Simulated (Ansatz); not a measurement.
# Cl2GeH2S2: up Jacob's ladder to CCSD(T)

The task here is to estimate one member of a computed series from the others.

Program: Ansatz 0.2.0, Gaussian basis. Level of theory: functionals in def2-TZVPP, the program's frozen cores in correlated methods. These are calculated values, not measurements.

Levels to be run: LDA (SPW92), PBE-D4, revPBE-D4, BLYP-D4, r2SCAN-D4, B97M-V, PBE0-D4, B3LYP-D4, r2SCANh-D4, r2SCAN0-D4, HSE06-D4, BHLYP-D4, CAM-B3LYP-D4, LC-ωPBE, ωB97X-V, ωB97M-V, B2PLYP, PBE-QIDH; CCSD(T)/def2-SVP; CCSD(T)/def2-TZVPP; MP2/def2-QZVPP; extrapolation to the limit; RPA on PBE.

### The relaxed structure

All runs share one geometry, relaxed beforehand with PBE0-D4 in a triple-zeta def2 set.

SMILES `[SH][Ge]([SH])([Cl])[Cl]`, 7 atoms, charge 0, spin multiplicity 1.

Atoms are counted from 1 here; the program's logs count them from 0.

Bond lengths: S1–Ge2 2.194 Å, S1–H6 1.344 Å, Ge2–S3 2.194 Å, Ge2–Cl4 2.143 Å, Ge2–Cl5 2.143 Å, S3–H7 1.344 Å. Angles: Ge2–S1–H6 92.6°, S1–Ge2–S3 107.3°, S1–Ge2–Cl4 113.2°, S1–Ge2–Cl5 109.1°, S3–Ge2–Cl4 109.0°, S3–Ge2–Cl5 113.2°, Cl4–Ge2–Cl5 105.1°, Ge2–S3–H7 92.6°.

Coordinates:

```xyz
7
Cl2GeH2S2
S    -1.6000    0.5142    1.2927
Ge    0.0125    0.0156   -0.1098
S     1.5299   -1.1053    1.0113
Cl   -0.6477   -1.1690   -1.7697
Cl    0.7681    1.8236   -0.9785
H    -1.9502    1.6091    0.5959
H     1.9484   -1.7565   -0.0877
```

Set-up of the first run:

Input file in.yaml:

```yaml
crystal:
  periodic: [false, false, false]
  atoms:
    - {symbol: S, position_ang: [-1.599958, 0.514241, 1.292747]}
    - {symbol: Ge, position_ang: [0.012488, 0.015636, -0.109782]}
    - {symbol: S, position_ang: [1.529874, -1.105251, 1.011258]}
    - {symbol: Cl, position_ang: [-0.647670, -1.168993, -1.769683]}
    - {symbol: Cl, position_ang: [0.768100, 1.823629, -0.978482]}
    - {symbol: H, position_ang: [-1.950179, 1.609120, 0.595921]}
    - {symbol: H, position_ang: [1.948445, -1.756481, -0.087681]}
basis:
  gaussian: {orbitals: def2-TZVPP}
hamiltonian: {xc: lda}
output: {orbitals: {seedname: orbitals}}
```

The run is started by

```
$ ansatz run in.yaml --threads 4 --pin off --events-out ev --progress --plain --max-ram 10444MiB
```

Among the steps run: LDA; PBE-D4 (GGA); revPBE-D4 (GGA); BLYP-D4 (GGA); r2SCAN-D4 (meta-GGA); B97M-V (meta-GGA); B3LYP-D4 (hybrid); r2SCANh-D4 (hybrid); r2SCAN0-D4 (hybrid); HSE06-D4 (hybrid); BHLYP-D4 (hybrid); CAM-B3LYP-D4 (range-separated); LC-ωPBE (range-separated); ωB97X-V (range-separated); ωB97M-V (range-separated); B2PLYP (double hybrid); PBE-QIDH (double hybrid).

One table of the session follows, with a row left open; its other results are not shown here.

It belongs to the step «Frontier levels by functional». 

```
  functional  HOMO (eV)  LUMO (eV)  gap (eV)
 LDA (SPW92)      -7.03      -3.02      4.01
      PBE-D4      -6.89      -2.74      4.15
   revPBE-D4      -6.84      -2.64      4.20
     BLYP-D4      -6.71      -2.66      4.05
   r2SCAN-D4      -7.22      -2.55      4.67
      B97M-V      -7.28      -2.42      4.86
     PBE0-D4      -8.18      -1.81      6.37
    B3LYP-D4      -7.90      -2.09      5.81
  r2SCANh-D4      -7.68      -2.21      5.47
  r2SCAN0-D4          ?          ?         ?
    HSE06-D4      -7.78      -2.18      5.60
    BHLYP-D4      -9.29      -0.78      8.51
CAM-B3LYP-D4      -9.50      -0.78      8.73
     LC-ωPBE     -10.96       0.42     11.38
     ωB97X-V     -10.57       0.35     10.92
     ωB97M-V     -10.38       0.22     10.60
```

**Question.** Estimate the row for r2SCAN0-D4.

Worked estimate for «HOMO (eV)». Against the share of exact exchange, r2SCAN-D4 (0, -7.22), r2SCANh-D4 (0.1, -7.68) give a slope of -4.60 per unit share; at 0.25 the line stands at -8.37.

The run gave: HOMO (eV): -8.38; LUMO (eV): -1.70; gap (eV): 6.68. In «HOMO (eV)» the line misses by +0.01.
